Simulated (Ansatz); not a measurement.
# doublet BNH3OF+ at 6 levels

Wanted: a comparison of 6 runs (UHF/STO-3G, UHF/3-21G, UHF/6-311+G**, U-wB97X/6-311+G**, UPBE0/6-311+G**, USVWN5/6-311+G**) of doublet BNH3OF+. 

Program for the calculation: Ansatz 0.2.0.

122 further runs of the same task are left out: 122 set aside as unsound or not needed.

### 1 Starting point

The species is BNH3OF+ (7 atoms), meant as a doublet with charge +1. SMILES of the parent species: `NB(O)F`. Geometry: relaxed at PBE0-D4/def2-TZVP. This is one conformer, not always the lowest. That shape belongs to the parent species and isn't relaxed for this state.

Bond lengths: N1–B2 1.406 Å, B2–O3 1.363 Å, B2–F4 1.337 Å, N1–H5 1.004 Å, N1–H6 1.003 Å, O3–H7 0.957 Å. Angles: N1–B2–O3 125.7°, N1–B2–F4 118.3°, O3–B2–F4 116.0°, B2–N1–H5 121.1°, B2–N1–H6 124.7°, B2–O3–H7 114.6°, H5–N1–H6 114.2°.

### 2 A single-point energy at UHF/STO-3G (run 1)

run.yaml reads:

```yaml
crystal:
  periodic: [false, false, false]
  atoms:
    - {symbol: "N", position_ang: [-0.531800, 0.753400, -0.032100]}
    - {symbol: B, position_ang: [0.039300, -0.505700, -0.288800]}
    - {symbol: O, position_ang: [1.106300, -1.044300, 0.367000]}
    - {symbol: F, position_ang: [-0.494800, -1.258200, -1.256300]}
    - {symbol: H, position_ang: [-1.320400, 1.081700, -0.559700]}
    - {symbol: H, position_ang: [-0.210100, 1.394300, 0.668500]}
    - {symbol: H, position_ang: [1.472700, -0.489200, 1.055700]}
basis:
  gaussian: {orbitals: STO-3G}
total_charge: 1
magnetization: {spin_polarized: true, initial_magnetization: 1}
hamiltonian: {xc: hf}
accuracy: high
output: {orbitals: {seedname: orbitals}}
```

The run is started by

```
ansatz run run.yaml --threads 1 --pin off --max-ram 3480MiB --events-out events.jsonl --progress --plain --runs-dir runs
```

The log of the run:

```text
Warning: RAYON_NUM_THREADS=1 ignored (pool sized by the plan → 1); use --threads N
Functional definition: HF
  name "HF"
  exchange = exact_x
  correlation = 0
444 factors; integrals over basis functions are off by at most 3.0e-8 eV
mean field evaluation 1: about -6841.9193 eV, gradient 2.5e1 eV
mean field evaluation 2: about -6842.0033 eV, gradient 2.5e1 eV
mean field evaluation 4: about -6846.6031 eV, gradient 2.1e0 eV
mean field evaluation 8: about -6846.6597 eV, gradient 1.6e-3 eV
mean field evaluation 16: about -6844.2146 eV, gradient 7.9e0 eV
mean field evaluation 32: about -6844.4003 eV, gradient 2.1e0 eV
mean field -6846.65483362 eV, -251.6099243063 hartree, gradient 2.8e-8 eV, S^2 0.769449; 0 other end points of the search recorded, 0 dependent functions left out
reference -6846.65483362 eV, -251.6099243063 hartree; 16, 15 occupied and 7, 8 virtual orbitals, 444 factors
Total energy: -6846.65483362 eV, -251.6099243063 hartree
```

Wall time 0.34 s (1 thread of Intel Xeon Platinum 8259CL at 2.50GHz (Skylake/Cascade Lake), shared host).

### 3 A single-point energy at UHF/3-21G (run 2)

job.yaml reads:

```yaml
crystal:
  periodic: [false, false, false]
  atoms:
    - symbol: N
      position_ang: [-0.531800, 0.753400, -0.032100]
    - symbol: B
      position_ang: [0.039300, -0.505700, -0.288800]
    - symbol: O
      position_ang: [1.106300, -1.044300, 0.367000]
    - symbol: F
      position_ang: [-0.494800, -1.258200, -1.256300]
    - symbol: H
      position_ang: [-1.320400, 1.081700, -0.559700]
    - symbol: H
      position_ang: [-0.210100, 1.394300, 0.668500]
    - symbol: H
      position_ang: [1.472700, -0.489200, 1.055700]
basis:
  gaussian:
    orbitals: 3-21G.json
total_charge: 1
magnetization:
  spin_polarized: true
  initial_magnetization: 1
hamiltonian:
  xc: hf
accuracy: high
output: {orbitals: {seedname: orbitals}}
```

The basis set 3-21G is read from a file made from the Basis Set Exchange's data (not shown).

The run is started by

```
ansatz run job.yaml --threads 1 --pin off --max-ram 3480MiB --events-out events.jsonl --progress --plain --runs-dir runs
```

The log of the run:

```text
Warning: RAYON_NUM_THREADS=1 ignored (pool sized by the plan → 1); use --threads N
Functional definition: HF
  name "HF"
  exchange = exact_x
  correlation = 0
941 factors; integrals over basis functions are off by at most 1.1e-8 eV
mean field evaluation 1: about -6895.7977 eV, gradient 3.8e1 eV
mean field evaluation 2: about -6895.7979 eV, gradient 3.8e1 eV
mean field evaluation 4: about -6901.0047 eV, gradient 2.2e0 eV
mean field evaluation 8: about -6901.0521 eV, gradient 2.0e-1 eV
mean field evaluation 16: about -6898.5509 eV, gradient 2.9e0 eV
mean field evaluation 32: about -6899.4578 eV, gradient 2.4e1 eV
mean field -6901.05288838 eV, -253.6090159462 hartree, gradient 4.3e-8 eV, S^2 0.760075; 0 other end points of the search recorded, 0 dependent functions left out
reference -6901.05288838 eV, -253.6090159462 hartree; 16, 15 occupied and 26, 27 virtual orbitals, 941 factors
Total energy: -6901.05288838 eV, -253.6090159462 hartree
```

Run time: 0.84 s. Hardware: 1 thread of Intel Xeon Platinum 8259CL at 2.50GHz (Skylake/Cascade Lake), shared host; peak memory 0.12 GiB.

Runs 3 to 4 aren't shown in full; the table further down has their settings and results.

### 4 A single-point energy at UPBE0/6-311+G(d,p) (run 5)

job.yaml reads:

```yaml
crystal:
  periodic: [false, false, false]
  atoms:
    - {symbol: N, position_ang: [-0.531800, 0.753400, -0.032100]}
    - {symbol: B, position_ang: [0.039300, -0.505700, -0.288800]}
    - {symbol: O, position_ang: [1.106300, -1.044300, 0.367000]}
    - {symbol: F, position_ang: [-0.494800, -1.258200, -1.256300]}
    - {symbol: H, position_ang: [-1.320400, 1.081700, -0.559700]}
    - {symbol: H, position_ang: [-0.210100, 1.394300, 0.668500]}
    - {symbol: H, position_ang: [1.472700, -0.489200, 1.055700]}
basis:
  gaussian: {orbitals: 6-311+G_st__st_.json}
total_charge: 1
magnetization: {spin_polarized: true, initial_magnetization: 1}
hamiltonian: {xc: pbe0}
accuracy: high
output: {orbitals: {seedname: orbitals}}
```

The basis set 6-311+G** is read from a file made from the Basis Set Exchange's data (not shown).

The run is started by

```
ansatz run job.yaml --threads 1 --pin off --max-ram 3480MiB --events-out events.jsonl --progress --plain --runs-dir runs
```

The log of the run:

```text
Warning: RAYON_NUM_THREADS=1 ignored (pool sized by the plan → 1); use --threads N
Functional definition: PBE0
  name "PBE0"
  parameter a = 0.25
  parameter kappa = 0.804
  parameter beta = 0.06672455060314922
  exchange = (1 - a)*pbe_x(kappa = kappa, mu = beta*pi^2/3) + a*exact_x
  correlation = pbe_c(beta = beta)
2051 factors; integrals over basis functions are off by at most 5.0e-9 eV
mean field evaluation 1: about -6954.2818 eV, gradient 6.5e1 eV
mean field evaluation 2: about -6930.5627 eV, gradient 1.0e2 eV
mean field evaluation 4: about -6967.1612 eV, gradient 5.5e0 eV
mean field evaluation 8: about -6967.3969 eV, gradient 8.6e-1 eV
mean field evaluation 16: about -6967.4007 eV, gradient 3.1e-3 eV
mean field -6967.40074833 eV, -256.0472548272 hartree, gradient 4.1e-8 eV, S^2 0.761290; 0 other end points of the search recorded, 0 dependent functions left out
reference -6967.40075368 eV, -256.0472550237 hartree; 16, 15 occupied and 90, 91 virtual orbitals, 2051 factors
Total energy: -6967.40075368 eV, -256.0472550237 hartree
```

It took 13 s on 1 thread of Intel Xeon Platinum 8259CL at 2.50GHz (Skylake/Cascade Lake), shared host; peak memory 0.43 GiB.

### 5 The energy at USVWN5/6-311+G(d,p) (run 6)

Edit run.yaml of step 2 so:

```diff
@@ -11,6 +11,10 @@
 basis:
-  gaussian: {orbitals: STO-3G}
+  gaussian:
+    orbitals: 6-311+G_st__st_.json
 total_charge: 1
-magnetization: {spin_polarized: true, initial_magnetization: 1}
-hamiltonian: {xc: hf}
+magnetization:
+  spin_polarized: true
+  initial_magnetization: 1
+hamiltonian:
+  xc: {name: SVWN5}
 accuracy: high
```

The basis set 6-311+G** is read from a file made from the Basis Set Exchange's data (not shown).

The run is started by

```
ansatz run run.yaml --threads 1 --pin off --max-ram 3480MiB --events-out events.jsonl --progress --plain --runs-dir runs
```

The log of the run:

```text
Warning: RAYON_NUM_THREADS=1 ignored (pool sized by the plan → 1); use --threads N
Functional definition: SVWN5
  name "SVWN5"
  exchange = slater_x
  correlation = vwn5_c
2051 factors; integrals over basis functions are off by at most 5.0e-9 eV
mean field evaluation 1: about -6904.8801 eV, gradient 7.7e1 eV
mean field evaluation 2: about -6838.8592 eV, gradient 1.5e2 eV
mean field evaluation 4: about -6917.0847 eV, gradient 3.5e1 eV
mean field evaluation 8: about -6923.1863 eV, gradient 1.0e0 eV
mean field evaluation 16: about -6923.1888 eV, gradient 2.3e-4 eV
mean field evaluation 32: about -6922.7428 eV, gradient 2.5e0 eV
mean field -6923.18883344 eV, -254.4224969229 hartree, gradient 5.8e-8 eV, S^2 0.753412; 3 other end points of the search recorded, 0 dependent functions left out
reference -6923.18884031 eV, -254.4224971754 hartree; 16, 15 occupied and 90, 91 virtual orbitals, 2051 factors
Total energy: -6923.18884031 eV, -254.4224971754 hartree
```

It took 7.8 s on 1 thread of Intel Xeon Platinum 8259CL at 2.50GHz (Skylake/Cascade Lake), shared host; peak memory 0.32 GiB.

### 6 Overview of the runs

| run | level | energy (Eh) | HOMO energy (eV) | LUMO energy (eV) | ⟨S²⟩ | wall time |
| --- | --- | --- | --- | --- | --- | --- |
| 1 | UHF/STO-3G | -251.609924 | -16.84 | -5.60 | 0.769 | 0.34 s |
| 2 | UHF/3-21G | -253.609016 | -19.92 | -8.06 | 0.760 | 0.84 s |
| 3 | UHF/6-311+G** | -255.071573 | -20.28 | -8.08 | 0.760 | 6 s |
| 4 | U-wB97X/6-311+G** | -256.252648 | -18.81 | -11.17 | 0.760 | 52 s |
| 5 | UPBE0/6-311+G** | -256.047255 | -16.45 | -13.31 | 0.761 | 13 s |
| 6 | USVWN5/6-311+G** | -254.422497 | -15.57 | -14.88 | 0.753 | 7.8 s |

### 7 Results

```
                                 quantity          value
                      run 6: total energy  -254.42250 Eh
run 6: HOMO energy (highest over α and β)      -15.57 eV
 run 6: LUMO energy (lowest over α and β)      -14.88 eV
                              run 6: ⟨S²⟩          0.753
```

**Reading.** Totals of different functionals can't be ranked against each other. In run 1 the basis is minimal, so the values are rough. All runs together took 80 s, the longest 52 s.
